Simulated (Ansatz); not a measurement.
# FeCo3Ge4: the cost of one run

Computed with Ansatz 0.2.0 (DFT PBE, scalar-relativistic, plane waves, PAW, unless a step's input says otherwise).

## 1. The starting structure

It takes space group R3 (No. 146, trigonal). Conventional cell: a = 6.575 Å, b = 6.575 Å, c = 8.038 Å, α = 90.00°, β = 90.00°, γ = 120.00°. Around Ge (site symmetry 1) lie 5 Co at 2.38 to 2.64 Å and 2 Fe at 2.40 to 2.62 Å. Around Ge (site symmetry 3) lie 1 Fe at 2.37 Å and 6 Co at 2.39 to 2.64 Å. Fe (site symmetry 3) is surrounded by 7 Ge at 2.37 to 2.62 Å. Around Co (site symmetry 1) lie 7 Ge at 2.38 to 2.64 Å.

Structure file:

```cif
data_structure
_symmetry_space_group_name_H-M 'P 1'
_symmetry_Int_Tables_number 1
_cell_length_a 4.6463
_cell_length_b 4.6463
_cell_length_c 4.6463
_cell_angle_alpha 90.066
_cell_angle_beta 90.066
_cell_angle_gamma 90.066
_cell_volume 100.30
loop_
_atom_site_label
_atom_site_type_symbol
_atom_site_fract_x
_atom_site_fract_y
_atom_site_fract_z
_atom_site_occupancy
Ge1 Ge 0.83877 0.34013 0.66350 1
Ge2 Ge 0.66350 0.83877 0.34013 1
Ge3 Ge 0.34013 0.66350 0.83877 1
Ge4 Ge 0.16012 0.16012 0.16012 1
Fe1 Fe 0.86531 0.86531 0.86531 1
Co1 Co 0.13561 0.63133 0.36523 1
Co2 Co 0.36523 0.13561 0.63133 1
Co3 Co 0.63133 0.36523 0.13561 1
```

The start is the relaxed end of an invented cell (made as: elements ordered on the sites of the FeGe type, Co/Fe on Fe (R3, No. 146)), taken up again for a closer look.

## 2. Probe: one point on a coarse mesh

Input file input.yaml:

```yaml
crystal:
  lattice:
    - [3.2873023, 1.8979249, 2.6794081]
    - [-3.2873023, 1.8979249, 2.6794081]
    - [0.0, -3.7958498, 2.6794081]
  atoms:
    - { symbol: Ge, position: [0.838772, 0.340125, 0.663503] }
    - { symbol: Ge, position: [0.663503, 0.838772, 0.340125] }
    - { symbol: Ge, position: [0.340125, 0.663503, 0.838772] }
    - { symbol: Ge, position: [0.160118, 0.160118, 0.160118] }
    - { symbol: Fe, position: [0.865314, 0.865314, 0.865314], spin: 0.95 }
    - { symbol: Co, position: [0.135613, 0.631325, 0.365231], spin: 0.17 }
    - { symbol: Co, position: [0.365231, 0.135613, 0.631325], spin: 0.17 }
    - { symbol: Co, position: [0.631325, 0.365231, 0.135613], spin: 0.17 }
basis:
  ecutwfc: 420
kpoints:
  mp_grid: { grid: [6, 6, 6] }
hamiltonian:
  xc: pbe
scf:
  occupations: { method: gaussian, width: 0.1 }
  lower_state_search: "off"
output:
  forces: true
  stress: true
  eigenvalues: true
  populations: true
magnetization:
  spin_polarized: true
```

The run is started by

```bash
ansatz run input.yaml --threads 4 --pin off --max-ram 8192MiB --backend cpu --events-out ev --progress --plain --runs-dir out
```

What time and memory should one allow on 4 threads of Intel Xeon Platinum 8375C at 2.90GHz (Ice Lake), shared host?

About 36 s, with a peak of 0.82 GiB.
